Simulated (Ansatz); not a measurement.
Working through a rigid torsion scan of BH7SeSi2, SMILES [SiH3][SiH2]B[SeH]

With Ansatz 0.2.0, Python API.

The cells in order, each with its output:

In [1]:
```python
import ansatz as az
from ase import Atoms
```

In [2]:
```python
atoms = Atoms(["Si", "Si", "B", "Se", "H", "H", "H", "H", "H", "H", "H"], positions=[
    (-1.1319, 1.4043, -0.1685),
    (0.0426, -0.0288, 0.9609),
    (1.3538, -0.7871, -0.2271),
    (0.8949, -1.7868, -1.8621),
    (-1.8295, 0.7605, -1.3265),
    (-2.2027, 2.0422, 0.7037),
    (-0.2807, 2.5192, -0.686),
    (-0.7846, -1.0797, 1.4639),
    (0.7113, 0.6685, 2.129),
    (2.5355, -0.6657, 0.0647),
    (0.7567, -3.1037, -1.0314),
])
```

In [3]:
```python
# start the scan from a relaxed geometry
first = (
    az.Crystal.molecule_from_ase(atoms).calculation()
    .basis(gaussian="def2-SVP")
    .functional("pbe0", dispersion="d3bj")
    .relax(force_tolerance=0.02, max_steps=80)
)
atoms.positions = first.run().report["positions_ang"]

start = atoms.get_dihedral(0, 1, 2, 3)
energies = {}
for turn in range(0, 360, 40):
    turned = atoms.copy()
    turned.set_dihedral(0, 1, 2, 3, start + turn, indices=[2, 3, 9, 10])
    calc = (
        az.Crystal.molecule_from_ase(turned).calculation()
        .basis(gaussian="def2-SVP")
        .functional("pbe0", dispersion="d3bj")
    )
    energies[round((start + turn) % 360)] = calc.run().report["free_energy_ev"]
floor = min(energies.values())
print("dihedral Si0-Si1-B2-Se3 (deg)   E - E(min) (kJ/mol)")
for angle, e in sorted(energies.items()):
    print(f"{angle:8d} {96.485332 * (e - floor):14.3f}  " + "#" * int(30 * (e - floor) / max(max(energies.values()) - floor, 1e-9)))
```
```text
dihedral Si0-Si1-B2-Se3 (deg)   E - E(min) (kJ/mol)
      31          7.368  ####################
      71          2.809  #######
     111          1.802  #####
     151          7.162  ####################
     191         10.682  ##############################
     231          3.774  ##########
     271          0.000
     311          3.048  ########
     351          9.355  ##########################
```

The scan is rigid and the energies are electronic, in a modest basis. With rigid groups the curve can differ much from the relaxed path, the start wasn't checked as a minimum of this torsion, and equivalent turns needn't return to the same energy. It ran for 2.5 min on 1 thread of Arm Neoverse V1, on a shared host, peak memory 0.37 GiB.
